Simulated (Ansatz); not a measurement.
# K2RbYF6: the cost of one run

Program: Ansatz 0.2.0. Level of theory: DFT PBEsol, scalar-relativistic, plane waves, PAW. These are calculated values, not measurements.

3 further runs of the same task are left out: 3 set aside as unsound or not needed.

## Step 1: Starting point

The structure is cubic, space group Fm-3m (No. 225). The conventional cell has a = 9.503 Å, b = 9.503 Å, c = 9.503 Å, α = 90.00°, β = 90.00°, γ = 90.00°. Around K (site symmetry -43m) lie 12 F at 3.37 Å. Rb (site symmetry m-3m) has 6 F at 2.60 Å as nearest neighbours. Y (site symmetry m-3m) is surrounded by 6 F at 2.15 Å. Around F (site symmetry 4mm) lie 1 Y at 2.15 Å and 1 Rb at 2.60 Å.

Coordinates:

```xyz
10
Lattice="0.0000 4.7516 4.7516 4.7516 0.0000 4.7516 4.7516 4.7516 0.0000" Properties=species:S:1:pos:R:3 pbc="T T T"
K     7.1273    7.1273    7.1273
K     2.3758    2.3758    2.3758
Rb    4.7516    4.7516    4.7516
Y     0.0000    0.0000    0.0000
F     2.1482    4.7516    4.7516
F     4.7516    4.7516    2.1482
F     7.3550    4.7516    4.7516
F     4.7516    2.1482    4.7516
F     4.7516    7.3550    4.7516
F     4.7516    4.7516    7.3550
```

It goes back to an entry of the Materials Project, which need not be the stable form.

It is the result of an earlier relaxation at this level (volume 21.46 Å³/atom; gap on the mesh: 5.60 eV).

## Step 2: The reference cell

Reference values: F = -14862.1715 eV; pressure 0.00 GPa; largest force 0.001 eV/Å; gap on the mesh 5.60 eV. It was computed beforehand with the settings of the runs below.

## Step 3: Breaking the symmetry

The atoms are moved along a mode of 111i cm⁻¹:

| atom | ux (Å) | uy (Å) | uz (Å) |
| --- | --- | --- | --- |
| K1 | 0.000 | 0.000 | 0.000 |
| K2 | 0.000 | 0.000 | 0.000 |
| Rb3 | 0.000 | 0.000 | 0.000 |
| Y4 | 0.000 | 0.000 | 0.000 |
| F5 | 0.000 | 0.000 | -0.150 |
| F6 | 0.150 | 0.000 | 0.000 |
| F7 | 0.000 | 0.000 | 0.150 |
| F8 | 0.000 | 0.000 | 0.000 |
| F9 | 0.000 | 0.000 | 0.000 |
| F10 | -0.150 | 0.000 | 0.000 |

## Step 4: Relaxation of the disturbed structure

File input.yaml:

```yaml
crystal:
  lattice:
    - [0.0, 4.7515601377, 4.7515601377]
    - [4.7515601377, 0.0, 4.7515601377]
    - [4.7515601377, 4.7515601377, 0.0]
  atoms:
    - { symbol: K, position: [0.75, 0.75, 0.75] }
    - { symbol: K, position: [0.25, 0.25, 0.25] }
    - { symbol: Rb, position: [0.5, 0.5, 0.5] }
    - { symbol: "Y", position: [0.0, 0.0, 0.0] }
    - { symbol: F, position: [0.7581687388, 0.2102626826, 0.2418312612] }
    - { symbol: F, position: [0.2102626826, 0.2418312612, 0.7897373174] }
    - { symbol: F, position: [0.2418312612, 0.7897373174, 0.7581687388] }
    - { symbol: F, position: [0.2260469719, 0.7739530281, 0.2260469719] }
    - { symbol: F, position: [0.7739530281, 0.2260469719, 0.7739530281] }
    - { symbol: F, position: [0.7897373174, 0.7581687388, 0.2102626826] }
basis:
  ecutwfc: 420
kpoints:
  mp_grid: { grid: [4, 4, 4] }
hamiltonian:
  xc: pbesol
scf:
  occupations: { method: gaussian, width: 0.05 }
output:
  forces: true
  stress: true
  eigenvalues: true
relax:
  adjacent_minimum: "off"
  f_tol: 0.008
  max_steps: 80
  cell: { stress_tol: 0.08 }
```

The run is started by

```
$ ansatz run input.yaml --threads 2 --pin off --max-ram 5120MiB --backend cpu --events-out ev --progress --plain --runs-dir out
```

Q: Estimate wall time and peak memory on 2 threads of Intel Xeon at 2.50GHz (Skylake/Cascade Lake), shared host.

About 2.6 min, with a peak of 0.61 GiB.
